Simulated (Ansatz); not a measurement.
**PbTe2: a single-point run**

The task is a single-point run on PbTe2. The structure is shown as the input types it. The cell is built on a prototype (fluorite) and needn't be the phase found in nature.

Method: density functional or hybrid calculation with the settings of its input, plane waves (as first typed), in Ansatz 0.2.0.

4 further runs of the same task are left out: 1 for a known fault of the program, 3 that didn't finish.

### Step 1. The starting structure

Symmetry: Fm-3m, No. 225, cubic system. The conventional cell has a = 7.593 Å, b = 7.593 Å, c = 7.593 Å, α = 90.00°, β = 90.00°, γ = 90.00°. Pb (site symmetry m-3m) has 8 Te at 3.29 Å as nearest neighbours. Te (site symmetry -43m) has 4 Pb at 3.29 Å as nearest neighbours.

Coordinates:

```
CELL_PARAMETERS angstrom
0.00000 3.79661 3.79661
3.79661 0.00000 3.79661
3.79661 3.79661 0.00000
ATOMIC_POSITIONS crystal
Pb 0.00000 0.00000 0.00000
Te 0.25000 0.25000 0.25000
Te 0.75000 0.75000 0.75000
```

### Step 2. The run

Contents of input.yaml:

```yaml
crystal:
  lattice:
    - [0.0, 3.7966139269, 3.7966139269]
    - [3.7966139269, 0.0, 3.7966139269]
    - [3.7966139269, 3.7966139269, 0.0]
  atoms:
    - { symbol: Pb, position: [0.0, 0.0, 0.0] }
    - { symbol: Te, position: [0.25, 0.25, 0.25] }
    - { symbol: Te, position: [0.75, 0.75, 0.75] }
kpoints:
  mp_grid: { grid: [4, 4, 4] }
hamiltonian:
  xc: pbe
scf:
  occupations: { method: fermi_dirac, width: 0.02 }
  n_extra_bands: 4
  mixing: { beta: 0.005 }
  max_iter: 62
output:
  forces: true
  stress: true
  eigenvalues: true
```

Command:

```console
$ ansatz run input.yaml --threads 4 --pin off --max-ram 3686MiB --backend cpu --events-out ev --progress --plain --runs-dir out
```

What happens when this is run?

This run ends as converged. Convergence says nothing about whether the input makes sense.

In the input, scf.mixing.beta is 0.005. The risk: mixing too weak. Here it converged all the same; such a setting changes the road, not the converged state.

To check: delete scf.mixing.beta (the default then holds).
